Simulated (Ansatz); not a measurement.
# ScCd: the cost of one run

Program: Ansatz 0.2.0. Level of theory: DFT LDA, frozen-core PAW and all-electron LAPW, scalar-relativistic unless said. These are calculated values, not measurements.

## 1. The starting structure

The structure is cubic, space group Pm-3m (No. 221). The conventional cell has a = 3.526 Å, b = 3.526 Å, c = 3.526 Å, α = 90.00°, β = 90.00°, γ = 90.00°. Sc (site symmetry m-3m) has 8 Cd at 3.05 Å as nearest neighbours. Around Cd (site symmetry m-3m) lie 8 Sc at 3.05 Å.

Coordinates:

```cif
data_structure
_symmetry_space_group_name_H-M 'P 1'
_symmetry_Int_Tables_number 1
_cell_length_a 3.5263
_cell_length_b 3.5263
_cell_length_c 3.5263
_cell_angle_alpha 90.000
_cell_angle_beta 90.000
_cell_angle_gamma 90.000
_cell_volume 43.85
loop_
_atom_site_label
_atom_site_type_symbol
_atom_site_fract_x
_atom_site_fract_y
_atom_site_fract_z
_atom_site_occupancy
Sc1 Sc 0.50000 0.50000 0.50000 1
Cd1 Cd 0.00000 0.00000 0.00000 1
```

Cartesian axes are those of the input's lattice vectors. The structure goes back to a database entry.

## 2. Cell and atoms relaxed, PAW

Contents of input.yaml:

```yaml
crystal:
  lattice:
    - [3.52625559, 0.0, 0.0]
    - [0.0, 3.52625559, 0.0]
    - [0.0, 0.0, 3.52625559]
  atoms:
    - { symbol: Sc, position: [0.5, 0.5, 0.5] }
    - { symbol: Cd, position: [0.0, 0.0, 0.0] }
kpoints:
  mp_grid: { grid: [12, 12, 12] }
scf:
  occupations: { method: fermi_dirac, width: 0.05 }
hamiltonian:
  xc: lda
  pseudopotentials: { kind: paw }
relax:
  f_tol: 0.002
  max_steps: 80
  cell: {}
output:
  forces: true
  stress: true
```

On the command line:

```sh
ansatz run input.yaml --threads 1 --pin off --max-ram 3072MiB --backend cpu --events-out ev --progress --plain --runs-dir out
```

Q: Estimate wall time and peak memory on 1 thread of Arm Neoverse V2, shared host.

About 14 s, with a peak of 0.37 GiB.
